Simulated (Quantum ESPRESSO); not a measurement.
Crystal: GaF.

```
Ga F
1.0
     3.16592    0.00000    0.00000
     0.00000    3.16592    0.00000
     0.00000    0.00000    3.16592
Ga F
1 1
Direct
  0.00000 0.00000 0.00000
  0.50000 0.50000 0.50000
```

The cell was built by a generator and needn't be a form met in nature.

- Program: Quantum ESPRESSO 7.5
- Task: phonons
- Functional: PBE
- Potentials or basis: GBRV 1.5 PBE
- Cutoff: 762 eV
- Density cutoff: 6095 eV
- k mesh: 6 × 6 × 6, shifted
- Occupations: fermi-dirac, width 0.05 eV
- Spin: no spin polarisation
- Target pressure: 20 GPa
- Mixing beta: 0.5
- Most SCF iterations: 120
- SCF threshold: 4e-10 Ry

The cell and the atoms were relaxed first at 20 GPa, to 12.33 Å³/atom (a = 2.910 Å, b = 2.910 Å, c = 2.910 Å, α = 90.00°, β = 90.00°, γ = 90.00°), and the response was taken there.

The first run showed a gap, so the response started from a second, tighter run with fixed occupations.

Question: Which optical modes does the crystal have at the zone centre, and which show in infrared and Raman spectra?

Answer: The optical modes are T1u. Infrared active: T1u. None is Raman active.

Optical modes at Γ, degenerate ones joined, polar ones without the macroscopic field:
| cm⁻¹ | components | symmetry | active in | IR intensity, summed ((D/Å)²/amu) |
| --- | --- | --- | --- | --- |
| 66i | 3 | T1u | IR | 35.99 |

Caveat: some modes are imaginary; the volume moved by over 15 % at a fixed basis, so the end points are rough; the cell is more than 3 GPa from zero pressure, which shifts response properties.
